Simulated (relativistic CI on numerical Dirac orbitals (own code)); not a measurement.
**Ge III (Ge²⁺): levels and lines**

What are the lowest levels and the strongest lines of Ge²⁺? One CI run answers it. Configurations built on the next ion are tied to the tabulated ionisation energy.

Program: relativistic CI on numerical Dirac orbitals (own code) version 3. Level of theory: Dirac-Coulomb-Breit CI, KLI orbitals optimised for each configuration, model QED (radiative potential, 1s self-energy scaled to tabulated hydrogen-like ionisation energies), valence Slater integrals scaled by 0.85, P86 correlation estimate, and configurations built on the next ion tied to the tabulated ionisation energy (semi-empirical). These are calculated values, not measurements, unless marked.

**1. The system**

```
ion                       : Ge²⁺ (Ge III)
nuclear charge            : 32
electrons                 : 30
isotope                   : A = 74
first configuration typed : [Ar] 3d10 4s2
```

Outer shells as boxes (Hund's rule):

first configuration typed
```
[Ar] core
3d [↑↓][↑↓][↑↓][↑↓][↑↓]
4s [↑↓]
```

**2. Base run**

Settings of the run:

```ini
atom Ge  Z=32  charge=2  electrons=30
nucleus A=74  rms_radius_fm=4.0742
hamiltonian dirac-coulomb  breit=on  qed=on  c_scale=1
orbitals kli  potential=per-configuration
slater_scale 0.85
correlation anchor
mixing on
configurations
  [Ar] 3d10 4s2
  [Ar] 3d10 4s 4d
  [Ar] 3d10 4s 5s
  [Ar] 3d10 4s 5p
  [Ar] 3d10 4s 4p
  [Ar] 3d10 4s 5d
  [Ar] 3d10 4s 6s
  [Ar] 3d10 4s 4f
  [Ar] 3d10 4s 5f
  [Ar] 3d10 4p2
  [Ar] 3d10 4d2
  [Ar] 3d10 4p 4d
  [Ar] 3d10 4f2
  [Ar] 3d10 4s 6p
  [Ar] 3d10 4p 4f
  [Ar] 3d10 4s 5g
  [Ar] 3d10 4s 6d
  [Ar] 3d10 4s 6f
  [Ar] 3d10 4p 5s
  [Ar] 3d9 4s 4p2
  [Ar] 3d9 4s2 4p
  [Ar] 3d8 4s2 4p2
  [Ar] 3d10 4d 4f
end
```

On the command line:

```console
python run_levels.py task.json out
```

task.json lists these runs, among others, and the program works through them in turn.

Before running it: what results should come out? Wanted: lowest level; first excitation; lowest level of the other parity; fastest E1 line; mean error of paired levels.

As calculated:

| quantity | value |
| --- | --- |
| lowest level | 4s2 1S0 |
| first excitation | 4s 4p 3P°0, 62558 cm⁻¹ |
| lowest level of the other parity | 4s 4p 3P°0, 62558 cm⁻¹ |
| levels in the model | 299 |
| fastest E1 line (by rate) to the lowest level among the lowest 78 of 299 levels | 37.15 nm, from 3d9 4s2 4p 1P°1 |
| mean error of paired levels | 1241 cm⁻¹ over 38 |

**Reading.** The lowest level is 4s2 1S0, 97 % pure in LS and 97 % in jj coupling; over the low levels the means are 96 and 85 %, so LS coupling describes them better. The tie to the ionisation limit holds for one-electron excitations alone. Lifetimes count radiative decay inside the model alone.
